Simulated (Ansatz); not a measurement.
**H2Br+ (singlet): B3LYP, r2SCANh over a scan of the distance Br1–H2, 6-31G**

Aim: run H2Br+ (singlet) with these functionals over a scan of the distance Br1–H2, and hold them against the top wave-function level at the same points.

Program: Ansatz 0.2.0, Gaussian basis. Level of theory: 6-31G, all electrons in the functionals. These are calculated values, not measurements.

To be run: B3LYP, r2SCANh, at 1.148 Å; 1.282 Å; 1.447 Å; 1.559 Å; 1.780 Å; 2.039 Å; 2.372 Å; 2.629 Å; 3.207 Å; 3.930 Å; 4.816 Å.

24 further runs of the same task are left out: 21 that didn't finish, 3 set aside as unsound or not needed. Runs told in other sessions of the task aren't counted.

### Step 1. What is computed

The geometry derives from a PBE0/def2-TZVP stationary point (not a proven minimum). One bond is set to the value named and the two fragments are kept rigid. No spin-orbit coupling is included. The filled d shell of Br may be among the frozen orbitals whatever the setting's name suggests.

3 atoms, charge 1, spin multiplicity 1.

Atoms are counted from 1 here; the program's logs count them from 0.

Bond lengths: Br1–H2 1.447 Å, Br1–H3 1.447 Å. Angles: H2–Br1–H3 92.5°.

No dispersion term is added. B3LYP takes the VWN-RPA correlation.

The geometry shown and the zero of energy belong to the point 1.447 Å. The yardstick, FCI, and other wave-function levels (R restricted, U unrestricted, valence and pair active spaces) come from earlier runs.

### Step 2. B3LYP, 1.148 Å

Contents of in.yaml:

```yaml
crystal:
  periodic: [false, false, false]
  atoms:
    - {symbol: Br, position_ang: [0.000000, -0.022072, -0.002661]}
    - {symbol: H, position_ang: [0.000000, 0.771451, -0.832254]}
    - {symbol: H, position_ang: [0.000000, 0.978303, 1.043186]}
basis:
  gaussian: {orbitals: 6-31G}
total_charge: 1
hamiltonian: {xc: {name: B3LYP}}
```

On the command line:

```
> ansatz run in.yaml --threads 1 --pin off --events-out ev --progress --plain --max-ram 2393MiB
```

The runs that follow: B3LYP, 1.282 Å; B3LYP, 1.447 Å; B3LYP, 1.559 Å; B3LYP, 1.780 Å; B3LYP, 2.039 Å; B3LYP, 2.372 Å; B3LYP, 2.629 Å; B3LYP, 3.207 Å; B3LYP, 3.930 Å; B3LYP, 4.816 Å; r2SCANh, 1.148 Å; r2SCANh, 1.282 Å; r2SCANh, 1.447 Å; r2SCANh, 1.559 Å; r2SCANh, 1.780 Å; r2SCANh, 2.039 Å; r2SCANh, 2.372 Å; r2SCANh, 2.629 Å; r2SCANh, 3.207 Å; r2SCANh, 3.930 Å; r2SCANh, 4.816 Å.

Before running them: what should the planned runs give, taken together? Wanted: span of the FCI curve; largest miss, B3LYP; largest miss, r2SCANh.

The runs gave:

| quantity | value |
| --- | --- |
| span of the FCI curve | 76.9 kcal/mol |
| largest miss, B3LYP | -3.8 kcal/mol (4.816 Å) |
| largest miss, r2SCANh | +5.1 kcal/mol (2.372 Å) |

**Reading.** Of the functionals, B3LYP keep the smallest largest miss at the points compared (at most 3.8 kcal/mol) and r2SCANh strays most (5.1 kcal/mol, at 2.372 Å). B3LYP, r2SCANh clearly break the spin symmetry at some points (⟨S²⟩ up to 0.66 above the pure value), so energy there is bought with a mixed spin. Functionals and the yardstick converge differently with the basis, so part of each miss in 6-31G is the basis.
